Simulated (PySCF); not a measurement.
# Antimony: the same states on changed settings, part 1 of 2

Aim: see what changed settings do to total energies and their difference. The change: initial guess sap, at most 50 SCF cycles. A sound run of the same states serves as the yardstick.

Program: PySCF 2.14.0. Level of theory: unrestricted determinants in a Gaussian basis, no spin-orbit coupling in the energies. These are calculated values, not measurements, unless marked.

## Step 1: The system

- Element: antimony (Z = 51)
- Basis: x2c-TZVPall (8s6p4d2f, 60 functions)
- Hamiltonian: the spin-free X2C one-electron Hamiltonian (Gaussian nucleus)
- State 1: Sb: [Kr] 4d10 5s2 5p3, high-spin 4S determinant
- State 2: Sb⁺: [Kr] 4d10 5s2 5p2, high-spin 3P determinant
- Methods: UHF, BP86, r2SCAN, MP2
- Core shells frozen in the correlated runs: valence: [Kr] 4d10 (for Sb)

The outer shells:

Sb [Kr] 4d10 5s2 5p3
```
[Kr] core
4d [↑↓][↑↓][↑↓][↑↓][↑↓]
5s [↑↓]
5p [↑ ][↑ ][↑ ]
```

Sb+ [Kr] 4d10 5s2 5p2
```
[Kr] core
4d [↑↓][↑↓][↑↓][↑↓][↑↓]
5s [↑↓]
5p [↑ ][↑ ][  ]
```

The sound run (x2c-TZVPall, scalar relativity by spin-free X2C-1e, symmetry-adapted start, fine grid, valence correlation) gave:

| species | method | energy (hartree) |
| --- | --- | --- |
| Sb | UHF | -6477.95234 |
| Sb | BP86 | -6481.44590 |
| Sb | r2SCAN | -6480.73033 |
| Sb | MP2 (valence) | -6478.01108 |
| Sb⁺ | UHF | -6477.63714 |
| Sb⁺ | BP86 | -6481.11292 |
| Sb⁺ | r2SCAN | -6480.39332 |
| Sb⁺ | MP2 (valence) | -6477.68147 |

The runs were made by one driver on top of PySCF. The scripts below sum up each run's settings (the driver also hands on starting orbitals that pick excited configurations, and frozen orbitals as a list rather than a count), and the logs come from the driver's own runs.

The driver's launch:

```sh
$ OMP_NUM_THREADS=1 python atomrun2.py TASK.json OUT
```

The integrals over 60 functions and the set-up took 2 s of CPU time.

## Step 2: Changed run, Sb: the ladder of methods

Level: UHF.

Input file input.py:

```python
from pyscf import gto, scf, dft, mp, cc
import basis_set_exchange as bse
mol = gto.M(atom="Sb 0 0 0", charge=0, spin=3, symmetry="D2h",
            basis=gto.basis.parse(bse.get_basis("x2c-TZVPall", elements=["Sb"], fmt="nwchem", header=False)),
            nucmod="G")
mf = scf.UHF(mol).sfx2c1e()
mf.irrep_nelec = {'Ag': (9, 9), 'B1g': (2, 2), 'B2g': (2, 2), 'B3g': (2, 2), 'B1u': (4, 3), 'B2u': (4, 3), 'B3u': (4, 3)}
mf.init_guess = "sap"
mf.max_cycle = 50
mf.kernel()
```

The program printed:

```text
damping factor = 0
level_shift factor = 0
DIIS = <class 'pyscf.scf.diis.CDIIS'>
diis_start_cycle = 1
diis_space = 10
diis_damp = 0
SCF conv_tol = 1e-09
SCF conv_tol_grad = None
number electrons alpha = 27  beta = 24
irrep_nelec {'Ag': (9, 9), 'B1g': (2, 2), 'B2g': (2, 2), 'B3g': (2, 2), 'Au': (0, 0), 'B1u': (4, 3), 'B2u': (4, 3), 'B3u': (4, 3)}
alpha HOMO (B2u) = -0.368722969076966  LUMO (Ag) = 0.0301573041095935

WARN: HOMO -0.368722969076966 >= LUMO -0.607438670005447

cycle= 1 E= -6477.77056935112  delta_E= -31.4  |g|= 1.17  |ddm|= 20.5
alpha HOMO (B2u) = -0.280401247449985  LUMO (Ag) = 0.316507693010909
  HOMO = -0.28040124745  LUMO = 0.081777324676  gap/eV = 9.85538
cycle= 2 E= -6477.9093916369  delta_E= -0.139  |g|= 0.538  |ddm|= 1.21
alpha HOMO (B2u) = -0.329848460957061  LUMO (Ag) = 0.286505992791666
  HOMO = -0.329848460957  LUMO = 0.043699665284  gap/eV = 10.16476
cycle= 3 E= -6477.95212273789  delta_E= -0.0427  |g|= 0.028  |ddm|= 0.401
alpha HOMO (B2u) = -0.331151697693059  LUMO (Ag) = 0.285199356927932
  HOMO = -0.331151697693  LUMO = 0.0445215698014  gap/eV = 10.22259
cycle= 4 E= -6477.95233143349  delta_E= -0.000209  |g|= 0.00322  |ddm|= 0.0397
alpha HOMO (B3u) = -0.331937932037488  LUMO (B3g) = 0.284328537467191
  HOMO = -0.331937932037  LUMO = 0.0442019301397  gap/eV = 10.23529
cycle= 5 E= -6477.95234426134  delta_E= -1.28e-05  |g|= 0.000708  |ddm|= 0.0179
alpha HOMO (B3u) = -0.331950842439466  LUMO (B3g) = 0.28426318673048
  HOMO = -0.331950842439  LUMO = 0.044268220444  gap/eV = 10.23744
cycle= 6 E= -6477.95234492913  delta_E= -6.68e-07  |g|= 0.000141  |ddm|= 0.00475
alpha HOMO (B3u) = -0.33195892427927  LUMO (Ag) = 0.284243079926587
  HOMO = -0.331958924279  LUMO = 0.0442622933713  gap/eV = 10.23750
cycle= 7 E= -6477.95234495242  delta_E= -2.33e-08  |g|= 1.45e-05  |ddm|= 0.000945
alpha HOMO (B2u) = -0.3319606447373  LUMO (Ag) = 0.284240077147268
  HOMO = -0.331960644737  LUMO = 0.0442593716033  gap/eV = 10.23747
cycle= 8 E= -6477.95234495259  delta_E= -1.68e-10  |g|= 1.98e-06  |ddm|= 6.2e-05
converged SCF energy = -6477.95234495259  <S^2> = 3.7525242  2S+1 = 4.0012619
```

It took 0.52 s on 1 thread of Neoverse-N1, shared host, the integrals not counted.

The occupied shells:

| shell | electrons | mean orbital energy (eV) | spread (eV) | rms radius (bohr) |
| --- | --- | --- | --- | --- |
| 1s α | 1 | -30642.6 | 0 | 0.0325 |
| 1s β | 1 | -30642.5 | 0 | 0.0325 |
| 2s α | 1 | -4757.7 | 0 | 0.133 |
| 2s β | 1 | -4757.7 | 0 | 0.133 |
| 2p α | 3 | -4267.0 | 0 | 0.118 |
| 2p β | 3 | -4266.9 | 0 | 0.118 |
| 3s α | 1 | -973.38 | 0 | 0.352 |
| 3s β | 1 | -973.26 | 0 | 0.352 |
| 3p α | 3 | -809.15 | 0 | 0.352 |
| 3p β | 3 | -808.97 | 0 | 0.352 |
| 3d α | 5 | -557.63 | 0 | 0.331 |
| 3d β | 5 | -557.59 | 0 | 0.331 |
| 4s α | 1 | -176.20 | 0 | 0.843 |
| 4s β | 1 | -175.87 | 0 | 0.843 |
| 4p α | 3 | -123.43 | 0 | 0.912 |
| 4p β | 3 | -123.05 | 0 | 0.912 |
| 4d α | 5 | -43.956 | 0 | 1.11 |
| 4d β | 5 | -43.646 | 0 | 1.11 |
| 5s α | 1 | -19.833 | 0 | 2.45 |
| 5s β | 1 | -13.735 | 0 | 2.45 |
| 5p α | 3 | -9.033 | 0 | 3.05 |

⟨S²⟩ = 3.753, ⟨L²⟩ = 0.00.

Level: BP86.

input.py, as changed from the run before:

```diff
@@ -5,3 +5,3 @@
             nucmod="G")
-mf = scf.UHF(mol).sfx2c1e()
+mf = dft.UKS(mol, xc="B88,P86").sfx2c1e()
 mf.irrep_nelec = {'Ag': (9, 9), 'B1g': (2, 2), 'B2g': (2, 2), 'B3g': (2, 2), 'B1u': (4, 3), 'B2u': (4, 3), 'B3u': (4, 3)}
```

The program printed:

```text
damping factor = 0
level_shift factor = 0
DIIS = <class 'pyscf.scf.diis.CDIIS'>
diis_start_cycle = 1
diis_space = 10
diis_damp = 0
SCF conv_tol = 1e-09
SCF conv_tol_grad = None
number electrons alpha = 27  beta = 24
irrep_nelec {'Ag': (9, 9), 'B1g': (2, 2), 'B2g': (2, 2), 'B3g': (2, 2), 'Au': (0, 0), 'B1u': (4, 3), 'B2u': (4, 3), 'B3u': (4, 3)}
XC functionals = B88,P86
    A. D. Becke.,  Phys. Rev. A 38, 3098 (1988)
    J. P. Perdew.,  Phys. Rev. B 33, 8822 (1986)
alpha HOMO (B3u) = -0.528827216655054  LUMO (B3g) = -0.1531654914514

WARN: HOMO -0.528827216655054 >= LUMO -0.568041166787023

cycle= 1 E= -6480.89758721799  delta_E= -30.6  |g|= 2.05  |ddm|= 20.6
alpha HOMO (B2u) = -0.0855113719372902  LUMO (Ag) = 0.225516868532418
  HOMO = -0.0855113719373  LUMO = -0.0267480869453  gap/eV = 1.59903
cycle= 2 E= -6480.7782120065  delta_E= 0.119  |g|= 1.96  |ddm|= 3.31
alpha HOMO (B2u) = -0.202794272474231  LUMO (Ag) = 0.140698176852302
  HOMO = -0.202794272474  LUMO = -0.140708320038  gap/eV = 1.68944
cycle= 3 E= -6481.43883354391  delta_E= -0.661  |g|= 0.187  |ddm|= 1.77
alpha HOMO (B3u) = -0.197300630833464  LUMO (Ag) = 0.141773215830582
  HOMO = -0.197300630833  LUMO = -0.13183090693  gap/eV = 1.78152
cycle= 4 E= -6481.44588189248  delta_E= -0.00705  |g|= 0.00932  |ddm|= 0.193
alpha HOMO (B2u) = -0.199279284805904  LUMO (Ag) = 0.140377664336103
  HOMO = -0.199279284806  LUMO = -0.133473981182  gap/eV = 1.79065
cycle= 5 E= -6481.4459001123  delta_E= -1.82e-05  |g|= 0.000223  |ddm|= 0.0116
alpha HOMO (B3u) = -0.199313454199861  LUMO (B3g) = 0.140369113309802
  HOMO = -0.1993134542  LUMO = -0.133445554824  gap/eV = 1.79236
cycle= 6 E= -6481.44590013731  delta_E= -2.5e-08  |g|= 2.39e-05  |ddm|= 0.000462
alpha HOMO (B3u) = -0.199326389485933  LUMO (B3g) = 0.140362231473122
  HOMO = -0.199326389486  LUMO = -0.13345456246  gap/eV = 1.79246
cycle= 7 E= -6481.44590013761  delta_E= -3.02e-10  |g|= 3.04e-06  |ddm|= 8.34e-05
converged SCF energy = -6481.44590013761  <S^2> = 3.7506007  2S+1 = 4.0003003
```

Time after the integrals: 1.5 s (1 thread of Neoverse-N1, shared host).

Level: r2SCAN.

input.py, as changed from the run before:

```diff
@@ -5,3 +5,3 @@
             nucmod="G")
-mf = dft.UKS(mol, xc="B88,P86").sfx2c1e()
+mf = dft.UKS(mol, xc="R2SCAN").sfx2c1e()
 mf.irrep_nelec = {'Ag': (9, 9), 'B1g': (2, 2), 'B2g': (2, 2), 'B3g': (2, 2), 'B1u': (4, 3), 'B2u': (4, 3), 'B3u': (4, 3)}
```

The program printed:

```text
damping factor = 0
level_shift factor = 0
DIIS = <class 'pyscf.scf.diis.CDIIS'>
diis_start_cycle = 1
diis_space = 10
diis_damp = 0
SCF conv_tol = 1e-09
SCF conv_tol_grad = None
number electrons alpha = 27  beta = 24
irrep_nelec {'Ag': (9, 9), 'B1g': (2, 2), 'B2g': (2, 2), 'B3g': (2, 2), 'Au': (0, 0), 'B1u': (4, 3), 'B2u': (4, 3), 'B3u': (4, 3)}
XC functionals = R2SCAN
    J. W. Furness, A. D. Kaplan, J. Ning, J. P. Perdew, and J. Sun.,  J. Phys. Chem. Lett. 11, 8208-8215 (2020)
    J. W. Furness, A. D. Kaplan, J. Ning, J. P. Perdew, and J. Sun.,  J. Phys. Chem. Lett. 11, 9248-9248 (2020)
    J. W. Furness, A. D. Kaplan, J. Ning, J. P. Perdew, and J. Sun.,  J. Phys. Chem. Lett. 11, 8208-8215 (2020)
    J. W. Furness, A. D. Kaplan, J. Ning, J. P. Perdew, and J. Sun.,  J. Phys. Chem. Lett. 11, 9248-9248 (2020)
alpha HOMO (B3u) = -0.528557133216101  LUMO (B3g) = -0.122517572500462

WARN: HOMO -0.528557133216101 >= LUMO -0.552149841728949

cycle= 1 E= -6480.24175067448  delta_E= -30.7  |g|= 1.93  |ddm|= 20.6
alpha HOMO (B2u) = -0.101922106379777  LUMO (B2g) = 0.246777717494256
  HOMO = -0.10192210638  LUMO = 0.032561905621  gap/eV = 3.65950
cycle= 2 E= -6480.23866192124  delta_E= 0.00309  |g|= 1.71  |ddm|= 2.86
alpha HOMO (B2u) = -0.210022027681799  LUMO (B1g) = 0.162573017887899
  HOMO = -0.210022027682  LUMO = -0.0996938456878  gap/eV = 3.00218
cycle= 3 E= -6480.72568801293  delta_E= -0.487  |g|= 0.153  |ddm|=  1.4
alpha HOMO (B3u) = -0.208891284054058  LUMO (B3g) = 0.159720368575484
  HOMO = -0.208891284054  LUMO = -0.0975384034035  gap/eV = 3.03007
cycle= 4 E= -6480.73032304883  delta_E= -0.00464  |g|= 0.00712  |ddm|= 0.163
alpha HOMO (B2u) = -0.211549880554875  LUMO (Ag) = 0.157279472091799
  HOMO = -0.211549880555  LUMO = -0.101283889949  gap/eV = 3.00049
cycle= 5 E= -6480.73033443754  delta_E= -1.14e-05  |g|= 0.000435  |ddm|= 0.00767
alpha HOMO (B3u) = -0.211517050950537  LUMO (B3g) = 0.157291000730456
  HOMO = -0.211517050951  LUMO = -0.10121668871  gap/eV = 3.00143
cycle= 6 E= -6480.73033449511  delta_E= -5.76e-08  |g|= 3.45e-05  |ddm|= 0.000693
alpha HOMO (B2u) = -0.211528280873143  LUMO (Ag) = 0.157281810704402
  HOMO = -0.211528280873  LUMO = -0.101216473165  gap/eV = 3.00174
cycle= 7 E= -6480.730334496  delta_E= -8.89e-10  |g|= 4.68e-06  |ddm|= 0.000185
converged SCF energy = -6480.730334496  <S^2> = 3.7516615  2S+1 = 4.0008307
```

Time after the integrals: 3 s (1 thread of Neoverse-N1, shared host).

Level: MP2 (valence).

input.py, as changed from the run before:

```diff
@@ -5,3 +5,3 @@
             nucmod="G")
-mf = dft.UKS(mol, xc="R2SCAN").sfx2c1e()
+mf = scf.UHF(mol).sfx2c1e()
 mf.irrep_nelec = {'Ag': (9, 9), 'B1g': (2, 2), 'B2g': (2, 2), 'B3g': (2, 2), 'B1u': (4, 3), 'B2u': (4, 3), 'B3u': (4, 3)}
@@ -10 +10,2 @@
 mf.kernel()
+mp.UMP2(mf, frozen=23).kernel()
```

The driver printed no log here.

Time after the integrals: 0.12 s (1 thread of Neoverse-N1, shared host).

With 5 electrons correlated, the MP2 correlation energy is -0.05873 hartree (-0.01575 same spin, -0.04298 opposite spin); the SCS form gives -0.05683. Largest pairs of shells: 5s-5p -0.0382, 5p-5p -0.0126, 5s-5s -0.0079.

(Continued in part 2 of 2.)
